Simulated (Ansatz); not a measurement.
Consider a check of PAW against all-electron LAPW of YHg, space group Pm-3m (the Ansatz DFT code, driven from Python).

`yhg.py`:
```python
import ansatz as az
import numpy as np
from pymatgen.core import Lattice, Structure
from pymatgen.io.ase import AseAtomsAdaptor


def count_gap(report):
    # lowest empty less highest filled band, counting bands; zero where they overlap
    return max(report.get('gap_by_band_count_ev') or 0.0, 0.0)

pmg_structure = Structure(
    Lattice([(3.68, 0.0, 0.0), (0.0, 3.68, 0.0), (0.0, 0.0, 3.68)]),
    ['Y', 'Hg'],
    [
        (0.5, 0.5, 0.5),
        (0.0, 0.0, 0.0),
    ],
)
structure = az.Crystal.from_ase(AseAtomsAdaptor.get_atoms(pmg_structure))

model = structure.calculation()
model = model.functional('lda')
model = model.kpoints(6, center='gamma').occupations('fermi_dirac', width=0.15)
model = model.stress().forces()
model = model.band_table()
variants = {
    'PAW': model.pseudopotentials('paw'),
    'LAPW': model.pseudopotentials('all_electron', lapw=True),
}
rows = []
for label, variant in variants.items():
    rep = variant.run().report
    levels = np.array(rep['eigenvalues_ev'][0]) - rep['fermi_energy_ev']
    print(label, 'levels at the first k-point near E_F:', np.round(levels[np.abs(levels) < 5], 3))
    rows.append((label, rep['n_electrons'], np.trace(rep['stress_gpa']) / 3, count_gap(rep)))
print('     treatment  electrons in bands           P GPa  gap by band count eV')
for row in rows:
    print(f'{str(row[0]):>14s}  {row[1]:18.1f}  {row[2]:14.3f}  {row[3]:20.3f}')
```

How well do the two treatments of the cores agree on the pressure?

PAW gives -3.521 GPa and LAPW -3.517 GPa, 0.004 GPa apart. They took 1.2 and 10.3 s of processor time.

The run itself:

```console
$ python yhg.py
DeckWarning: basis.ecutwfc = 420 eV, auto-derived from the records' recommended cutoffs: set by Y (normal level)
PAW levels at the first k-point near E_F: [0.27  0.27  3.828 3.828 3.828 4.41 ]
LAPW levels at the first k-point near E_F: [0.27  0.27  3.829 3.829 3.829 4.41  4.41  4.41 ]
     treatment  electrons in bands           P GPa  gap by band count eV
           PAW                31.0          -3.521                 0.000
          LAPW                61.0          -3.517                 0.000
```
(Warnings from the package without file and line.)

Reading the output:
- Spin is left out of this run.
- The computed bands are complete only to about 3.5 eV above the Fermi level.
- The mesh is modest for a metal, so energies can be off by several to tens of meV an atom and pressures by half a GPa or more; differences at equal mesh fare better.
- A Fermi-Dirac width this large means warm electrons, whose thermal share enters the free energy.
- A gap by band count of zero or less means overlapping bands, a metal, and at an odd count of electrons it is no gap at all.
- The starting cell is as deposited in a crystallographic database; the results hold for this polymorph, which needn't be the stable one.
- Levels are Kohn-Sham eigenvalues on this mesh, without spin-orbit coupling.
- Pressure is positive in compression; the treatments may keep other shells as core, so totals and counts of electrons can differ.
- Finished in 13 s on 1 thread of Arm Neoverse V1 (shared host), peak memory 0.51 GiB.

(Lines on the test bed's own set-up are left out of the output.)
